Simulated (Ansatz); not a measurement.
# GaH3Se: vertical ionisation energy

The task here is to estimate one member of a computed series from the others.

Computed with Ansatz 0.2.0, Gaussian basis. Level: unrestricted cation, the program's frozen cores in correlated methods.

Levels to be run: UKS PBE-D4/def2-TZVPP; UKS r2SCAN-D4/def2-TZVPP; UKS PBE0-D4/def2-TZVPP; UKS B3LYP-D4/def2-TZVPP; UKS wB97X-V/def2-TZVPP; UKS wB97M-V/def2-TZVPP; UKS B2PLYP/def2-TZVPP; UHF-CCSD(T)/def2-TZVPP; UHF-MP2/def2-QZVPP; extrapolation to the limit; then −ε(HOMO) from the neutral's earlier runs with LDA (SPW92), PBE-D4, revPBE-D4, BLYP-D4, r2SCAN-D4, B97M-V, PBE0-D4, B3LYP-D4, r2SCANh-D4, r2SCAN0-D4, HSE06-D4, BHLYP-D4, CAM-B3LYP-D4, LC-ωPBE, ωB97X-V, ωB97M-V.

## Structure used throughout

All runs share one geometry, relaxed beforehand with PBE0-D4 in a triple-zeta def2 set.

SMILES `[GaH2][SeH]`, 5 atoms, charge 0, spin multiplicity 1.

Atoms are counted from 1 here; the program's logs count them from 0.

Bond lengths: Ga1–Se2 2.322 Å, Ga1–H3 1.560 Å, Ga1–H4 1.560 Å, Se2–H5 1.468 Å. Angles: Se2–Ga1–H3 118.4°, Se2–Ga1–H4 115.1°, H3–Ga1–H4 126.5°, Ga1–Se2–H5 93.6°.

Coordinates:

```
Ga   -0.4913   -0.5106   -0.1765
Se    0.7470    1.4391   -0.4145
H    -0.1839   -1.4404    1.0378
H    -1.5675   -0.7503   -1.2800
H     1.5456    1.1886    0.7919
```

Set-up of the first run:

Contents of in.yaml:

```yaml
crystal:
  periodic: [false, false, false]
  atoms:
    - {symbol: Ga, position_ang: [-0.491318, -0.510643, -0.176533]}
    - {symbol: Se, position_ang: [0.747006, 1.439095, -0.414475]}
    - {symbol: H, position_ang: [-0.183897, -1.440426, 1.037764]}
    - {symbol: H, position_ang: [-1.567471, -0.750269, -1.280032]}
    - {symbol: H, position_ang: [1.545580, 1.188643, 0.791877]}
basis:
  gaussian: {orbitals: def2-TZVPP}
total_charge: 1
magnetization: {spin_polarized: true, initial_magnetization: 1}
hamiltonian: {xc: pbe, dispersion: d4}
```

Steps of the session up to this table: Cation, UKS PBE-D4/def2-TZVPP; Cation, UKS r2SCAN-D4/def2-TZVPP; Cation, UKS PBE0-D4/def2-TZVPP; Cation, UKS B3LYP-D4/def2-TZVPP; Cation, UKS wB97X-V/def2-TZVPP; Cation, UKS wB97M-V/def2-TZVPP; Cation, UKS B2PLYP (frozen core)/def2-TZVPP; Cation, UHF-CCSD(T)/def2-TZVPP; Cation, UHF-MP2/def2-QZVPP.

One of the session's tables, all rows but one given; the rest of the session is left out.

For comparison, −ε(HOMO) of the neutral from earlier runs:

| functional | −ε(HOMO) (eV) |
| --- | --- |
| LDA (SPW92) | 6.44 |
| PBE-D4 | 6.28 |
| revPBE-D4 | 6.22 |
| BLYP-D4 | 6.11 |
| r2SCAN-D4 | 6.54 |
| B97M-V | 6.59 |
| PBE0-D4 | 7.35 |
| B3LYP-D4 | 7.12 |
| r2SCANh-D4 | 6.94 |
| r2SCAN0-D4 | 7.53 |
| HSE06-D4 | 6.95 |
| BHLYP-D4 | 8.27 |
| CAM-B3LYP-D4 | 8.59 |
| LC-ωPBE | 9.93 |
| ωB97X-V | ? |
| ωB97M-V | 9.46 |

Estimate the missing values for ωB97X-V.

As computed: −ε(HOMO) (eV): 9.59. In the column «−ε(HOMO) (eV)» it lies between ωB97M-V (9.46) and LC-ωPBE (9.93).
